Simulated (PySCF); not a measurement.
**One shape, several levels: C2H6BClSi (SMILES BC1C[SiH]1Cl)**

We compute a comparison of 5 runs (HF/STO-3G, HF/6-31G*, HF/def2-SVP, PBE0/6-31G*, CCSD/6-31+G*) of C2H6BClSi. Input form: a Python script.

The calculation is run with PySCF 2.14.0.

## (1) The molecule

C2H6BClSi has 11 atoms, charge 0, and is taken as a singlet. As SMILES, `BC1C[SiH]1Cl`. Geometry: relaxed at PBE0-D4/def2-TZVP.

Bond lengths: B1–C2 1.501 Å, C2–C3 1.549 Å, C2–Si4 1.895 Å, C3–Si4 1.816 Å, Si4–Cl5 2.034 Å, B1–H6 1.199 Å, B1–H7 1.197 Å, C2–H8 1.089 Å, C3–H9 1.086 Å, C3–H10 1.085 Å, Si4–H11 1.471 Å. Some angles: B1–C2–C3 124.6°, B1–C2–Si4 103.6°, C3–C2–Si4 62.7°, C2–C3–Si4 68.0°, C2–Si4–C3 49.3°, C2–Si4–Cl5 124.5°, C3–Si4–Cl5 121.8°, B1–C2–H8 119.7°, C3–C2–H8 115.3°, Si4–C2–H8 109.1°.

## (2) Energy and forces at HF/STO-3G (run 1)

Input file input.py:

```python
# BC1C[SiH]1Cl
import pyscf.grad
from pyscf import gto

mol = gto.M(
    atom='''
B   -0.792000  -0.327700   1.372500
C    0.067500   0.583300   0.545600
C    1.304100   0.127400  -0.269200
Si  -0.232500  -0.011700  -1.227900
Cl  -1.029200  -1.817900  -1.718800
H   -0.565200  -1.504200   1.422700
H   -1.748600   0.114500   1.940200
H   -0.089000   1.660300   0.590800
H    1.762600  -0.791500   0.084100
H    2.024200   0.901700  -0.511800
H   -0.636500   1.009000  -2.207600
''',
    charge=0,
    max_memory=1860,
    basis='sto-3g',
    verbose=4,
)

mf = mol.RHF()
mf.conv_tol = 1e-10
mf.kernel()
if not mf.converged:
    mf = mf.newton().run(mf.mo_coeff, mf.mo_occ)

e_final = mf.e_tot
print('E(%s) = %.9f' % ('HF', e_final))
grad = mf.Gradients().kernel()
dip = mf.dip_moment()
pop, q = mf.mulliken_pop()
```

Command:

```console
OMP_NUM_THREADS=1 python input.py
```

The log of the run:

```text
PySCF version 2.14.0

[... 65 lines left out ...]
converged SCF energy = -842.859443518375
[... 12 lines left out ...]
Dipole moment(X, Y, Z, Debye):  1.18775,  2.52085, -1.07755
[... 51 lines left out ...]
charge of   10H =     -0.09949
```

Wall time 5.1 s (1 thread of Intel Xeon at 2.70GHz, shared host); peak memory 0.12 GiB.

## (3) Energy and forces at HF/6-31G(d) (spherical functions) (run 2)

Input file calc.py:

```python
import pyscf.grad
from pyscf import gto, scf

mol = gto.Mole()
mol.atom = '''
B     -0.792000    -0.327700     1.372500
C      0.067500     0.583300     0.545600
C      1.304100     0.127400    -0.269200
Si    -0.232500    -0.011700    -1.227900
Cl    -1.029200    -1.817900    -1.718800
H     -0.565200    -1.504200     1.422700
H     -1.748600     0.114500     1.940200
H     -0.089000     1.660300     0.590800
H      1.762600    -0.791500     0.084100
H      2.024200     0.901700    -0.511800
H     -0.636500     1.009000    -2.207600
'''
mol.verbose = 4
mol.max_memory = 1860
mol.charge = 0
mol.basis = '6-31g*'
mol.build()

mf = scf.RHF(mol)
mf.conv_tol = 1e-10
mf.kernel()
if not mf.converged:
    mf = mf.newton().run(mf.mo_coeff, mf.mo_occ)

e_tot = mf.e_tot
print('E(%s) = %.9f' % ('HF', e_tot))
grad = mf.Gradients().kernel()
mf.analyze()
```

Command:

```console
OMP_NUM_THREADS=1 python calc.py
```

The log of the run:

```text
PySCF version 2.14.0

[... 93 lines left out ...]
MO #5   energy= -10.5645985120389  occ= 2
[... 16 lines left out ...]
MO #22  energy= -0.508538183780035 occ= 2
[... 16 lines left out ...]
MO #39  energy= 0.385499411007603  occ= 0
[... 16 lines left out ...]
MO #56  energy= 0.924505005458052  occ= 0
[... 16 lines left out ...]
MO #73  energy= 1.47027993756991   occ= 0
[... 16 lines left out ...]
MO #90  energy= 3.01246700205318   occ= 0
[... 104 lines left out ...]
Dipole moment(X, Y, Z, Debye):  1.21278,  1.77637, -0.96044
```

It took 21 s on 1 thread of Intel Xeon at 2.70GHz, shared host; peak memory 0.18 GiB.

Runs 3 to 4 aren't shown in full; the table further down has their settings and results.

## (4) The energy at CCSD/6-31+G(d) (spherical functions) (run 5)

Input file job.py:

```python
from pyscf import gto, scf, cc

mol = gto.M(
    atom=[
    ('B', (-0.792000, -0.327700, 1.372500)),
    ('C', (0.067500, 0.583300, 0.545600)),
    ('C', (1.304100, 0.127400, -0.269200)),
    ('Si', (-0.232500, -0.011700, -1.227900)),
    ('Cl', (-1.029200, -1.817900, -1.718800)),
    ('H', (-0.565200, -1.504200, 1.422700)),
    ('H', (-1.748600, 0.114500, 1.940200)),
    ('H', (-0.089000, 1.660300, 0.590800)),
    ('H', (1.762600, -0.791500, 0.084100)),
    ('H', (2.024200, 0.901700, -0.511800)),
    ('H', (-0.636500, 1.009000, -2.207600)),
],
    spin=0,
    basis='6-31+g*',
    charge=0,
    verbose=4,
    max_memory=1860,
)

calc0 = scf.RHF(mol)
calc0.conv_tol = 1e-10
calc0.kernel()
if not calc0.converged:
    calc0 = calc0.newton().run(calc0.mo_coeff, calc0.mo_occ)

mycc = cc.CCSD(calc0, frozen=13)
mycc.kernel()
etot = mycc.e_tot
print('E = %.10f Eh' % etot)
dip = calc0.dip_moment()
pop, q = calc0.mulliken_pop()
```

Command:

```console
OMP_NUM_THREADS=1 python job.py
```

The log of the run:

```text
PySCF version 2.14.0

[... 67 lines left out ...]
converged SCF energy = -852.304170936416
[... 12 lines left out ...]
Init t2, MP2 energy = -852.851395577738  E_corr(MP2) -0.547224641322071
[... 11 lines left out ...]
CCSD converged
[... 2 lines left out ...]
Dipole moment(X, Y, Z, Debye):  1.16533,  1.67085, -1.03601
[... 122 lines left out ...]
charge of   10H =     -0.09477
```

It took 39 s on 1 thread of Intel Xeon at 2.70GHz, shared host; peak memory 0.8 GiB.

## (5) The series

```csv
run,level,integration grid,task,energy (Eh),dipole moment (D) of the reference,HOMO energy (eV),LUMO energy (eV),wall time
1,HF/STO-3G,–,gradient,-842.859444,2.99,-7.89,7.19,5.1 s
2,HF/6-31G* (spherical functions),–,gradient,-852.301162,2.36,-9.60,3.07,21 s
3,HF/def2-SVP,–,gradient,-852.028312,2.14,-9.66,2.90,27 s
4,PBE0/6-31G* (spherical functions),5,gradient,-853.914848,2.41,-7.20,-0.54,50 s
5,CCSD/6-31+G* (spherical functions),–,energy,-852.905147,2.29,-9.66,1.51,39 s
```

## (6) Results

| quantity | value |
| --- | --- |
| run 5: total energy | -852.90515 Eh |
| run 5: dipole moment (Hartree–Fock density) | 2.29 D |
| run 5: HOMO energy (Hartree–Fock orbitals) | -9.66 eV |
| run 5: LUMO energy (Hartree–Fock orbitals) | 1.51 eV |
| run 5: HOMO–LUMO gap (Hartree–Fock orbitals) | 11.17 eV |
| run 5: correlation energy (13 core orbitals frozen) | -601.0 mEh |
| run 5: T1 diagnostic | 0.012 |

**Reading.** Over runs 1, 2, 3, 4 the dipole moment (its size) runs from 2.14 D (HF/def2-SVP) to 2.99 D (HF/STO-3G). Over runs 1, 2, 3, 4 the HOMO–LUMO gap runs from 6.66 eV (PBE0/6-31G*) to 15.08 eV (HF/STO-3G). The two ends differ in method and basis. In run 1 the basis is minimal, so the values are rough. All runs together took 2.4 min, the longest 50 s.
